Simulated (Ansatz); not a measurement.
# AlAsH2 (quintet): the correlation ladder, cc-pVDZ

The task here is to estimate one member of a computed series from the others.

Method: cc-pVDZ, core rule «outside noble gas», up to 19 orbitals frozen; program: Ansatz 0.2.0, Gaussian basis.

Plan: UHF; CCSD(T) on ROHF; CCSD(T) on UHF; BCCD(T) on ROHF; CISD; CCSDT(Q) on ROHF; CCSDT(Q) on UHF; CCSDTQ on ROHF.

14 further runs of the same task are left out: 10 for a known fault of the program, 4 set aside as unsound or not needed.

**The geometry**

The geometry is a PBE0/def2-TZVP stationary point (not a proven minimum) of the parent state, kept for this charge and spin. No spin-orbit coupling is included. The filled d shell of As may be among the frozen orbitals whatever the setting's name suggests; the logs give the count.

4 atoms, charge 0, spin multiplicity 5.

Atoms are counted from 1 here; the program's logs count them from 0.

Bond lengths: Al1–As2 2.466 Å, Al1–H3 1.609 Å, As2–H4 1.527 Å. Angles: As2–Al1–H3 114.8°, Al1–As2–H4 93.0°.

The first run:

Input file in.yaml:

```yaml
crystal:
  periodic: [false, false, false]
  atoms:
    - {symbol: Al, position_ang: [0.000000, -0.143301, 1.790435]}
    - {symbol: As, position_ang: [0.000000, 0.054308, -0.667817]}
    - {symbol: H, position_ang: [0.000000, 1.258720, 2.580257]}
    - {symbol: H, position_ang: [0.000000, -1.459507, -0.868621]}
basis:
  gaussian: {orbitals: cc-pVDZ}
magnetization: {spin_polarized: true, initial_magnetization: 4}
hamiltonian: {xc: hf}
output: {orbitals: {seedname: orbitals}}
```

On the command line:

```bash
$ ansatz run in.yaml --threads 1 --pin off --events-out ev --progress --plain --max-ram 4096MiB --backend cpu
```

Steps of the session up to this table: UHF; CCSD(T) on ROHF; CCSD(T) on UHF; BCCD(T) on ROHF; CISD; CCSDT(Q) on ROHF; CCSDT(Q) on UHF; CCSDTQ on ROHF.

One table of the session follows, with a row left open; its other results are not shown here.

| method | from RCCSDTQ (meV) |
| --- | --- |
| ROHF | ? |
| UHF | +4328.3 |
| RMP2 | +1099.5 |
| UMP2 | +1093.7 |
| CISD | +423.0 |
| RCCSD | +158.3 |
| UCCSD | +146.2 |
| RCCSD(T) | +41.0 |
| UCCSD(T) | +32.5 |
| BCCD(T) | +39.6 |
| RCCSDT | +5.8 |
| UCCSDT | -2.6 |
| RCCSDT(Q) | +1.0 |
| UCCSDT(Q) | -7.6 |
| RCCSDTQ | 0 |

**Question.** Estimate the row for ROHF.

The run gave: from RCCSDTQ (meV): +4489.1. In the column «from RCCSDTQ (meV)» it is the highest.

To keep in mind: Restricted and unrestricted rows rest on different reference determinants; where their highest levels disagree by more than a few hundredths of an eV, they describe different states and don't form one ladder.
